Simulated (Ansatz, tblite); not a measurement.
**Sn13H20 off sphere (Sn₁₃H₂₀): a ladder of methods and basis sets**

An exercise on one series of results from a longer session: the logs are not shown, and one member is left open.

The runs use Ansatz 0.2.0, Gaussian basis; as each input shows.

Levels to be run: GFN1-xTB, GFN2-xTB, PBE-D4/def2-TZVP, r2SCAN-D4/def2-TZVP, BLYP-D4/def2-TZVP, B3LYP-D4/def2-TZVP, B97M-V/def2-TZVP, PBE+5HF/def2-SVP, PBE+10HF/def2-SVP, PBE+15HF/def2-SVP, PBE+35HF/def2-SVP, PBE+50HF/def2-SVP, PBE-D4/def2-SVP, PBE0-D4/def2-SVP, MP2/def2-SVP, RPA/def2-SVP.

1 further run of the same task is left out (set aside as unsound or not needed).

## The relaxed structure

The geometry is that of the singlet, from an earlier relaxation (PBE-D4/def2-SVP).

33 atoms, charge 0, spin multiplicity 1.

Bond lengths: Sn1–Sn9 2.820 Å, Sn1–Sn10 2.818 Å, Sn1–H14 1.738 Å, Sn1–H15 1.738 Å, Sn2–Sn8 2.812 Å, Sn2–Sn11 2.812 Å, Sn2–H16 1.737 Å, Sn2–H17 1.734 Å, Sn3–Sn9 2.816 Å, Sn3–Sn12 2.816 Å, Sn3–H18 1.738 Å, Sn3–H19 1.736 Å, Sn4–Sn8 2.820 Å, Sn4–Sn9 2.819 Å, Sn4–Sn13 2.821 Å, Sn4–H20 1.744 Å, Sn5–Sn10 2.817 Å, Sn5–Sn13 2.820 Å and more. Angles: Sn9–Sn1–Sn10 109.7°, Sn9–Sn1–H14 110.1°, Sn9–Sn1–H15 110.1°, Sn10–Sn1–H14 110.1°, Sn10–Sn1–H15 109.7°, H14–Sn1–H15 107.2°, Sn8–Sn2–Sn11 111.0°, Sn8–Sn2–H16 110.0°, Sn8–Sn2–H17 109.2°, Sn11–Sn2–H16 110.0°, Sn11–Sn2–H17 109.2°, H16–Sn2–H17 107.3°, Sn9–Sn3–Sn12 109.4°, Sn9–Sn3–H18 109.2°, Sn9–Sn3–H19 110.8°, Sn12–Sn3–H18 109.2°, Sn12–Sn3–H19 110.8°, H18–Sn3–H19 107.4° and more.

Sn takes a core potential in the def2 sets. No spin-orbit coupling is included.

PBE0-D4/def2-TZVP was run before; its log isn't repeated, and its numbers join the tables.

Set-up of the first run:

Tight binding, by tblite at 300 K electronic temperature and without a spin-polarisation term:

```python
tblite.interface.Calculator('GFN1-xTB', numbers, positions, charge=0, uhf=0).singlepoint()
```

Tight binding, by tblite at 300 K electronic temperature and without a spin-polarisation term:

```python
tblite.interface.Calculator('GFN2-xTB', numbers, positions, charge=0, uhf=0).singlepoint()
```

start.molden holds the orbitals of an earlier run on this state, given as this run's starting guess.

in.yaml

```yaml
crystal:
  periodic: [false, false, false]
  atoms:
    - {symbol: Sn, position_ang: [0.788484, -4.057153, 0.615770]}
    - {symbol: Sn, position_ang: [-2.626474, 2.627410, -2.627951]}
    - {symbol: Sn, position_ang: [0.898775, -0.899170, -2.676649]}
    - {symbol: Sn, position_ang: [-2.449799, -0.782703, 0.530778]}
    - {symbol: Sn, position_ang: [0.797299, -0.798409, 3.842495]}
    - {symbol: Sn, position_ang: [0.781665, 2.449867, 0.531705]}
    - {symbol: Sn, position_ang: [4.056839, -0.786406, 0.615632]}
    - {symbol: Sn, position_ang: [-4.123795, 0.845923, -1.050099]}
    - {symbol: Sn, position_ang: [-0.809076, -2.440762, -1.052978]}
    - {symbol: Sn, position_ang: [2.429694, -2.428772, 2.226623]}
    - {symbol: Sn, position_ang: [-0.847920, 4.124888, -1.046980]}
    - {symbol: Sn, position_ang: [2.439329, 0.809866, -1.053237]}
    - {symbol: Sn, position_ang: [-0.816235, 0.815292, 2.184907]}
    - {symbol: H, position_ang: [1.767327, -5.123264, -0.346606]}
    - {symbol: H, position_ang: [-0.217222, -5.053228, 1.623509]}
    - {symbol: H, position_ang: [-3.690093, 3.690783, -3.497550]}
    - {symbol: H, position_ang: [-1.724177, 1.727277, -3.804020]}
    - {symbol: H, position_ang: [1.958658, -1.958336, -3.557604]}
    - {symbol: H, position_ang: [-0.011724, 0.010630, -3.841315]}
    - {symbol: H, position_ang: [-3.441968, -1.806204, 1.536231]}
    - {symbol: H, position_ang: [-0.204841, -1.775975, 4.872329]}
    - {symbol: H, position_ang: [1.773262, 0.203522, 4.874016]}
    - {symbol: H, position_ang: [1.805676, 3.441071, 1.537579]}
    - {symbol: H, position_ang: [5.124037, -1.764602, -0.346216]}
    - {symbol: H, position_ang: [5.051823, 0.220290, 1.623475]}
    - {symbol: H, position_ang: [-5.146594, -0.139344, -2.051542]}
    - {symbol: H, position_ang: [-5.165094, 1.765285, -0.006479]}
    - {symbol: H, position_ang: [-1.813419, -3.450925, -2.058084]}
    - {symbol: H, position_ang: [3.435088, -3.433497, 3.235749]}
    - {symbol: H, position_ang: [0.136506, 5.150661, -2.046211]}
    - {symbol: H, position_ang: [-1.769090, 5.163193, -0.001966]}
    - {symbol: H, position_ang: [3.448737, 1.814673, -2.058644]}
    - {symbol: H, position_ang: [-1.838277, 1.836717, 3.161836]}
basis:
  gaussian: {orbitals: def2-TZVP, fitting: {mean_field: def2-universal-jkfit}, initial_orbitals: start.molden}
hamiltonian: {xc: pbe, dispersion: d4}
scf: {omitted_lower_state_checks: [starts]}
output: {forces: true, orbitals: {seedname: orbitals}}
```

On the command line:

```
$ ansatz run in.yaml --threads 2 --pin off --events-out ev --progress --plain --max-ram 32768MiB --backend cuda --devices 0, --max-vram 18GiB
```

Steps of the session up to this table: PBE-D4/def2-TZVP; r2SCAN-D4/def2-TZVP; BLYP-D4/def2-TZVP; B3LYP-D4/def2-TZVP; B97M-V/def2-TZVP; PBE+5HF/def2-SVP; PBE+10HF/def2-SVP; PBE+15HF/def2-SVP; PBE+35HF/def2-SVP; PBE+50HF/def2-SVP; PBE-D4/def2-SVP; PBE0-D4/def2-SVP; MP2/def2-SVP; RPA/def2-SVP.

One of the session's tables, all rows but one given; the rest of the session is left out.

It belongs to the step «Binding energy». 

| level | binding an atom (eV) |
| --- | --- |
| HF/def2-SVP | 1.621 |
| PBE-D4/def2-SVP | 2.412 |
| PBE-D4/def2-TZVP | 2.423 |
| BLYP-D4/def2-TZVP | ? |
| r2SCAN-D4/def2-TZVP | 2.437 |
| B97M-V/def2-TZVP | 2.500 |
| B3LYP-D4/def2-TZVP | 2.424 |
| PBE0-D4/def2-SVP | 2.409 |
| PBE0-D4/def2-TZVP | 2.423 |
| MP2/def2-SVP | 2.223 |

Q: Estimate the row for BLYP-D4/def2-TZVP from the others.

As computed: binding an atom (eV): 2.384. In the column «binding an atom (eV)» it lies between MP2/def2-SVP (2.223) and PBE0-D4/def2-SVP (2.409).

To keep in mind: Free atoms were run apart at each level; binding is atoms less cluster, divided by the number of atoms, without zero-point or spin-orbit terms.
